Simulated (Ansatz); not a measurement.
# AsPb2Cl2O3: the cost of one run

All numbers below are computed with Ansatz 0.2.0 (DFT PBE, plane waves, PAW, scalar-relativistic, no spin polarisation).

### 1 The structure to begin with

The cell holds 16 atoms (As2Cl4O6Pb4): a = 6.749 Å, b = 7.808 Å, c = 7.855 Å, α = 108.37°, β = 83.61°, γ = 65.95°.

Structure file:

```
CELL_PARAMETERS angstrom
6.53582 1.21671 1.16485
2.07014 7.46447 -0.97867
-0.18568 -1.52838 7.70243
ATOMIC_POSITIONS crystal
Pb 0.28559 0.26660 0.91086
Pb 0.86258 0.54791 0.34547
Pb 0.72103 0.40486 0.94940
Pb 0.46842 0.43684 0.60787
As 0.87357 0.74681 0.95915
As 0.80425 0.95928 0.69571
O 0.82535 0.11646 0.11081
O 0.47045 0.36488 0.23402
O 0.67905 0.95180 0.31687
O 0.17873 0.67160 0.45504
O 0.26679 0.00710 0.56018
O 0.63355 0.72040 0.72483
Cl 0.21720 0.69061 0.14965
Cl 0.94703 0.08045 0.41461
Cl 0.28401 0.00449 0.12721
Cl 0.04696 0.37479 0.62359
```

### 2 The run

File input.yaml:

```yaml
crystal:
  lattice:
    - [6.535819, 1.216713, 1.164851]
    - [2.070136, 7.46447, -0.978675]
    - [-0.185675, -1.528378, 7.702428]
  atoms:
    - { symbol: Pb, position: [0.285593, 0.266604, 0.91086] }
    - { symbol: Pb, position: [0.862583, 0.547908, 0.345471] }
    - { symbol: Pb, position: [0.721029, 0.404865, 0.949399] }
    - { symbol: Pb, position: [0.468416, 0.436842, 0.607871] }
    - { symbol: As, position: [0.873572, 0.746813, 0.959152] }
    - { symbol: As, position: [0.804252, 0.959278, 0.695712] }
    - { symbol: O, position: [0.82535, 0.116459, 0.110805] }
    - { symbol: O, position: [0.470453, 0.364883, 0.234023] }
    - { symbol: O, position: [0.679047, 0.951801, 0.316865] }
    - { symbol: O, position: [0.178726, 0.671595, 0.455042] }
    - { symbol: O, position: [0.266792, 0.007099, 0.560182] }
    - { symbol: O, position: [0.633545, 0.720398, 0.724827] }
    - { symbol: Cl, position: [0.217197, 0.690611, 0.149652] }
    - { symbol: Cl, position: [0.947035, 0.080448, 0.414613] }
    - { symbol: Cl, position: [0.284008, 0.00449, 0.12721] }
    - { symbol: Cl, position: [0.046962, 0.374794, 0.62359] }
kpoints:
  mp_grid: { grid: [3, 2, 2] }
magnetization:
  spin_polarized: false
scf:
  occupations: { method: fermi_dirac, width: 0.05 }
hamiltonian:
  pseudopotentials: { kind: paw }
  xc: pbe
basis:
  ecutwfc: 420
md:
  timestep: 2.0
  n_steps: 30
  ensemble: nve
  temperature: 100.0
  initial_velocities: maxwell_boltzmann
  seed: 193315
```

Run with:

```bash
ansatz run input.yaml --threads 2 --pin off --max-ram 2560MiB --backend cpu --events-out ev --progress --plain --runs-dir out
```

What time and memory should one allow on 2 threads of an x86-64 CPU, shared host?

About 1.9 min, with a peak of 0.96 GiB.
